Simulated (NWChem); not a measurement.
# BHOF2 (difluorohydroxyborane): PBE0/def2-SVPD

What is the vertical singlet–triplet gap of BHOF2 (difluorohydroxyborane) at PBE0/def2-SVPD? 

Program for the calculation: NWChem 7.3.0.

7 further runs of the same task are left out: 1 that didn't finish, 6 set aside as unsound or not needed. Runs told in other sessions of the task aren't counted.

## (1) The system as given

BHOF2: 5 atoms, total charge 0, spin state singlet. SMILES: `OB(F)F`. The shape is that of a PBE0-D4/def2-TZVP optimisation.

Bond lengths: O1–B2 1.345 Å, B2–F3 1.317 Å, B2–F4 1.327 Å, O1–H5 0.960 Å. Angles: O1–B2–F3 119.5°, O1–B2–F4 122.2°, F3–B2–F4 118.3°, B2–O1–H5 113.5°.

## (2) Energy and forces at PBE0/def2-SVPD

The input, bf2ho.nw:

```
start bf2ho
title "BF2HO gradient"
memory stack 880 mb heap 220 mb global 1100 mb

geometry noautosym nocenter noautoz
 O     0.038630    1.000750    0.174310
 B     0.105760   -0.342460    0.137210
 F     0.731030   -0.986880    1.100700
 F    -0.439530   -1.051930   -0.843330
 H    -0.435890    1.380520   -0.568880
end

basis spherical bse
 O library def2-SVPD
 B library def2-SVPD
 F library def2-SVPD
 H library def2-SVPD
end

dft
 xc pbe0
 grid fine
 convergence energy 1e-08
 maxiter 100
 mulliken
end

task dft gradient
```

Run with:

```bash
$ nwchem bf2ho.nw > bf2ho.out
```

Standard output:

```text
[...]
          Wavefunction type:  closed shell.
          No. of atoms     :     5
          No. of electrons :    32
[...]
          Charge           :     0
          Spin multiplicity:     1
[...]
          AO basis - number of functions:    97
[...]
              XC Information
              --------------
                         PBE0 Method XC Functional
                     Hartree-Fock (Exact) Exchange  0.250
          PerdewBurkeErnzerhof Exchange Functional  0.750
            Perdew 1991 LDA Correlation Functional  1.000 local
           PerdewBurkeErnz. Correlation Functional  1.000 non-local
[...]
 d= 0,ls=0.0,diis     1   -299.9309079611 -4.13D+02  1.53D-02  9.00D-01     1.6
[...]
 d= 0,ls=0.0,diis     8   -300.0291524788 -3.21D-09  2.30D-06  1.48D-07    10.6
         Total DFT energy =     -300.029152478808
      One electron energy =     -639.432130464512
           Coulomb energy =      260.382589193731
    Exchange-Corr. energy =      -33.705218090303
 Nuclear repulsion energy =      112.725606882276
[...]
      Total Density - Mulliken Population Analysis
     ---------------------------------------------
    Atom       Charge   Shell Charges
 -----------   ------   -------------------------------------------------------
    1 O    8     8.37   1.99  1.08  0.57  0.14  2.91  1.54  0.14  0.01 -0.01
    2 B    5     4.06   1.98  0.72 -0.46  0.02  1.56 -0.12  0.30  0.04
    3 F    9     9.35   1.99  1.14  0.72  0.14  3.37  1.85  0.14  0.01  0.00
    4 F    9     9.37   1.99  1.14  0.73  0.14  3.36  1.86  0.15  0.01  0.00
    5 H    1     0.85   0.70  0.05  0.07  0.02
[...]
  wavefunction    = closed shell
                         DFT ENERGY GRADIENTS
    atom               coordinates                        gradient
                 x          y          z           x          y          z
   1 O       0.073000   1.891143   0.329398    0.000011   0.002790   0.000323
   2 B       0.199857  -0.647156   0.259289   -0.000115  -0.005634  -0.000808
   3 F       1.381446  -1.864933   2.080021   -0.001757   0.002123  -0.002674
   4 F      -0.830591  -1.987859  -1.593663    0.001485   0.001909   0.002666
   5 H      -0.823713   2.608805  -1.075027    0.000376  -0.001188   0.000493
[...]
```

It took 17 s on 1 thread of Intel Xeon at 2.60GHz (Ice Lake), shared host; peak memory 0.11 GiB.

## (3) The triplet: a single-point energy at UPBE0/def2-SVPD

The input, m1.nw:

```
start m1
memory total 2200 mb
charge 0

geometry units bohr noautosym nocenter noautoz
  O    0.07300012   1.89114342   0.32939816
  B    0.19985743  -0.64715561   0.25928932
  F    1.38144649  -1.86493292   2.08002155
  F   -0.83059132  -1.98785960  -1.59366273
  H   -0.82371272   2.60880471  -1.07502740
end

basis spherical bse
  * library def2-SVPD
end

dft
  xc pbe0
  mult 3
  grid fine
  convergence energy 1e-08
  maxiter 100
  mulliken
  print low
end

task dft energy
```

Run with:

```bash
$ nwchem m1.nw > m1.out
```

Standard output:

```text
[...]
 d= 0,ls=0.0,diis     1   -299.5455860466 -4.12D+02  1.15D-01  3.09D-01     1.9
[...]
 d= 0,ls=0.0,diis    13   -299.7003609101 -4.01D-09  4.96D-06  4.74D-10    21.4
[...]
         Total DFT energy =     -299.700360910052
      One electron energy =     -636.214831726242
           Coulomb energy =      257.316905233580
    Exchange-Corr. energy =      -33.528033167532
 Nuclear repulsion energy =      112.725598750142
[...]
      Total Density - Mulliken Population Analysis
     ---------------------------------------------
    Atom       Charge   Shell Charges
 -----------   ------   -------------------------------------------------------
    1 O    8     8.05   1.99  1.18  0.51  0.15  2.77  1.18  0.25  0.01  0.01
    2 B    5     4.90   1.98  0.73 -0.14  0.63  1.54 -0.15  0.30 -0.01
    3 F    9     9.25   1.99  1.15  0.71  0.11  3.34  1.80  0.13  0.01  0.00
    4 F    9     9.03   1.99  1.15  0.72 -0.11  3.34  1.80  0.14  0.01  0.00
    5 H    1     0.77   0.66 -0.02  0.08  0.06
[...]
      <S2> =      2.0030 (Exact =     2.0000)
[...]
```

Wall time 22 s (1 thread of Intel Xeon at 2.60GHz (Ice Lake), shared host); peak memory 0.11 GiB.

## (4) What came out

At PBE0/def2-SVPD:

| quantity | value |
| --- | --- |
| singlet: total energy | -300.02915 Eh |
| singlet: dipole moment | 2.00 D |
| singlet: HOMO energy | -10.90 eV |
| singlet: LUMO energy | -0.16 eV |
| singlet: HOMO–LUMO gap | 10.74 eV |
| singlet: largest force on an atom | 0.293 eV/Å |
| triplet: total energy | -299.70036 Eh |
| triplet: ⟨S²⟩ | 2.003 |
| vertical energy of the triplet above the singlet | 8.947 eV |

What this shows: At this shape the triplet lies 8.95 eV (863 kJ/mol) above the singlet. The largest force (singlet) is 0.29 eV/Å: the shape isn't a stationary point for this species at this level. Mulliken charges (triplet) run from -0.25 on F3 to +0.23 on H5; in a basis this large or diffuse they mean little.
